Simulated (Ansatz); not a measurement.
# TlBi: a single-point run

The task is a single-point run on TlBi. The structure is shown as the input types it. The cell is built on a prototype (h-MgO type) and needn't be the phase found in nature.

Method: density functional or hybrid calculation with the settings of its input, plane waves (as first typed), in Ansatz 0.2.0.

## 1. The starting structure

The structure is hexagonal, space group P6_3/mmc (No. 194). The conventional cell has a = 5.364 Å, b = 5.364 Å, c = 6.309 Å, α = 90.00°, β = 90.00°, γ = 120.00°. Tl (site symmetry -6m2) is surrounded by 5 Bi at 3.10 to 3.15 Å. Around Bi (site symmetry -6m2) lie 5 Tl at 3.10 to 3.15 Å.

Coordinates:

```cif
data_structure
_symmetry_space_group_name_H-M 'P6_3/mmc'
_symmetry_Int_Tables_number 194
_cell_length_a 5.3640
_cell_length_b 5.3640
_cell_length_c 6.3087
_cell_angle_alpha 90.000
_cell_angle_beta 90.000
_cell_angle_gamma 120.000
_cell_volume 157.20
loop_
_atom_site_label
_atom_site_type_symbol
_atom_site_symmetry_multiplicity
_atom_site_Wyckoff_symbol
_atom_site_fract_x
_atom_site_fract_y
_atom_site_fract_z
_atom_site_occupancy
Tl1 Tl 2 c 0.33333 0.66667 0.25000 1
Bi1 Bi 2 d 0.66667 0.33333 0.25000 1
```

## 2. The run

Input file input.yaml:

```yaml
crystal:
  lattice:
    - [5.364017903, 0.0, 0.0]
    - [-2.6820089515, 4.6453757704, 0.0]
    - [0.0, 0.0, 6.3087128472]
  atoms:
    - { symbol: Tl, position: [0.3333333333, 0.6666666667, 0.25] }
    - { symbol: Tl, position: [0.6666666667, 0.3333333333, 0.75] }
    - { symbol: Bi, position: [0.6666666667, 0.3333333333, 0.25] }
    - { symbol: Bi, position: [0.3333333333, 0.6666666667, 0.75] }
kpoints:
  mp_grid: { grid: [6, 6, 4] }
hamiltonian:
  xc: pbesol
scf:
  occupations: { method: fermi_dirac, width: 0.02 }
  n_extra_bands: 5
  mixing: { beta: 0.005 }
  max_iter: 100
output:
  forces: true
  stress: true
  eigenvalues: true
```

The run is started by

```console
$ ansatz run input.yaml --threads 4 --pin off --max-ram 3686MiB --backend cpu --events-out ev --progress --plain --runs-dir out
```

What happens when this is run?

The run converged and reported no error. That alone doesn't make the input a sound one.

The suspect setting: scf.mixing.beta is 0.005. What could go wrong: mixing too weak. Here it converged all the same; such a setting changes the road, not the converged state.

The test: delete scf.mixing.beta (the default then holds).
